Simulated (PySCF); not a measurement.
# [Ce(H2O)]3+: other functionals and bases at one geometry

One table from this session's results is given with a row withheld; the runs are named, their logs left out.

Method: several levels, as the steps say, no spin–orbit coupling; program: PySCF 2.14.0.

1 further run of the same task is left out (for a known fault of the program).

### Where the work starts

4 atoms, charge 3, spin multiplicity 1.

Bond lengths: Ce1–O2 2.306 Å, O2–H3 0.998 Å, O2–H4 0.998 Å. Angles: Ce1–O2–H3 128.9°, Ce1–O2–H4 128.9°, H3–O2–H4 102.2°.

As a file:

```xyz
4
charge 3, multiplicity 1
Ce    0.0000    0.0000   -0.1354
O     0.0000    0.0000    2.1706
H     0.7767    0.0000    2.7975
H    -0.7767    0.0000    2.7975
```

Formal oxidation states: Ce +3. Each metal's 1 4f electrons lie in its core potential, so multiplicities, spins and levels count the valence alone. An earlier session relaxed this geometry at PBE0, Ce lcecp-1-SVP with ECP47, O def2-SVP, H def2-SVP (singlet, point group C2v).

At PBE0 on the finer grid: E = -107.234040 Eh, HOMO -27.31 eV, LUMO -20.01 eV, Mulliken charge on Ce1 +2.61 e, largest force component 0.001 eV/Å. 

Levels to run: wB97X; r2SCAN; PBE0, TZVP. Hardware: 2 threads of Arm Neoverse V2, shared host.

Set-up of the first run:

run.py (the lines that set the calculation)

```python
mol = gto.M(atom='''
Ce     0.00000     0.00000    -0.13539
O      0.00000     0.00000     2.17056
H      0.77666     0.00000     2.79751
H     -0.77666     0.00000     2.79751''',
    basis={'Ce': 'lcecp-1-SVP', 'O': 'def2-SVP', 'H': 'def2-SVP'},
    ecp={'Ce': 'lcecp-1-SVP'},
    charge=3, spin=0)
mf = dft.RKS(mol, xc='WB97X')
mf.grids.atom_grid = (75, 302)  # f atoms: unpruned, at least (60, 302)
mf = mf.density_fit()  # fitting sets: Ce AutoAux, O def2-universal-JKFIT, H def2-universal-JKFIT
mf.conv_tol = 1e-08; mf.max_cycle = 55
mf.kernel(dm0)  # dm0: the density of the relaxed state
```

Command:

```bash
$ OMP_NUM_THREADS=2 python run.py
```

Steps of the session up to this table: wB97X; r2SCAN; PBE0, TZVP.

One table of the session follows, with a row left open; its other results are not shown here.

| level | HOMO (eV) | gap (eV) | charge on Ce1 (e) | dipole (D) | largest force component (eV/Å) |
| --- | --- | --- | --- | --- | --- |
| PBE0 (relaxed here) | -27.31 | 7.30 | 2.61 | 2.46 | 0.00 |
| wB97X | -29.73 | 12.26 | 2.63 | 2.21 | 0.18 |
| r2SCAN | ? | ? | ? | ? | ? |
| PBE0, TZVP | -27.33 | 7.36 | 2.67 | 2.53 | 0.28 |

**Question.** Estimate the row for r2SCAN.

As computed: HOMO (eV): -25.93; gap (eV): 5.62; charge on Ce1 (e): 2.60; dipole (D): 2.52; largest force component (eV/Å): 0.14. In the column «HOMO (eV)» it is the highest.

The dipole of a charged species depends on the origin, so these sizes hold for this origin alone.

In one basis the HOMO–LUMO gap runs from 5.62 eV (r2SCAN) to 12.26 eV (wB97X). The largest leftover force, 0.28 eV/Å with PBE0, TZVP, stands at a geometry relaxed at another level. With 4f in the core, its levels are missing from HOMO and gap, and its count is fixed, so no charge can pass from the ligands into it. Total energies of different levels can't be compared.
